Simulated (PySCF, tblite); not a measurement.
**C8H9B: geometry, infrared bands and NMR shifts**

Aim: predict the infrared bands and NMR shifts of C8H9B (`B[C@]12C=C[C@@]1(C=C)C=C2`).

Computed with tblite 0.8.0 and PySCF 2.14.0, with density-fitted response routines of our own, on a single molecule in the gas phase. Atoms are numbered from 0 throughout.

## (1) The molecule as given

18 atoms, charge 0, multiplicity 1; geometry from: force field or distance geometry start.

Bonds of the start (Å): B0–C1 1.58, C1–C2 1.46, C2–C3 1.31, C3–C4 1.44, C4–C5 1.47, C5–C6 1.35, C4–C7 1.46, C7–C8 1.32, C4–C1 1.47, C8–C1 1.44, B0–H9 1.21, B0–H10 1.19, C2–H11 1.10, C3–H12 1.10, C5–H13 1.09, C6–H14 1.09, C6–H15 1.10, C7–H16 1.10, C8–H17 1.09.

## (2) Geometry optimisation with GFN2-xTB

What the job is given:

```
{"job": {"kind": "relax", "xc": "GFN2-xTB", "basis": "xTB"}, "charge": 0, "multiplicity": 1}
B     -1.267500     0.666200     0.911000
C     -0.955100     0.001100    -0.488000
C     -1.384700    -1.379400    -0.658000
C     -0.157000    -1.776000    -0.874200
C      0.423600    -0.468200    -0.700700
C      1.421600    -0.264200     0.352300
C      1.793000     1.011200     0.610800
C      0.426100     0.461100    -1.824800
C     -0.812000     0.872300    -1.625900
H     -2.394600     0.468400     1.319000
H     -0.460300     0.815000     1.770300
H     -2.373800    -1.870800    -0.635800
H      0.242700    -2.783500    -1.068300
H      1.883300    -1.069100     0.928600
H      1.334900     1.817600     0.038900
H      2.526800     1.187900     1.405800
H      1.177800     0.725000    -2.584800
H     -1.433500     1.591900    -2.152800
```

Command:

```bash
OMP_NUM_THREADS=1 python probes_run.py task.json out
```

One launch serves the whole session: the jobs run in the order shown.

**Question.** This job is followed by: GFN2-xTB harmonic vibrations, gas phase; GIAO PBE0/pcSseg-1 NMR shielding, non-relativistic, gas phase. Predict these results of the whole session: strongest single infrared mode (GFN2-xTB); zero-point energy (GFN2-xTB); ¹³C shifts against TMS (PBE0/pcSseg-1, means over atoms taken as alike); ¹H shifts against TMS (PBE0/pcSseg-1, means over atoms taken as alike); ¹¹B shifts against BF3·OEt2 (PBE0/pcSseg-1).

The runs gave:

| quantity | value |
| --- | --- |
| strongest single infrared mode (GFN2-xTB) | 2671 cm⁻¹, 125 km/mol |
| zero-point energy (GFN2-xTB) | 86.3 kcal/mol |
| ¹³C shifts against TMS (PBE0/pcSseg-1, means over atoms taken as alike) | 163.3, 152.2, 142.1, 125.7, 75.6, 74.5 ppm |
| ¹H shifts against TMS (PBE0/pcSseg-1, means over atoms taken as alike) | 7.71, 7.69, 7.08, 6.56, 5.64, 5.47 ppm |
| ¹¹B shifts against BF3·OEt2 (PBE0/pcSseg-1) | 85.0 ppm |

What this shows: Over 106 steps the energy fell by 1.288 eV; of the close pairs, C1–C4 changed most, 1.472 to 1.631 Å. All 48 modes are real, so the xTB geometry is a minimum. The strongest single mode, at 2671 cm⁻¹, moves mainly H10 and H9. GFN2-xTB is a fitted tight-binding method: band positions and strengths are rough. Its intensities can rank the bands wrongly. At PBE0/pcSseg-1: The widest tensor belongs to C2, C8: span 267 ppm, with a paramagnetic part of -230 ppm.
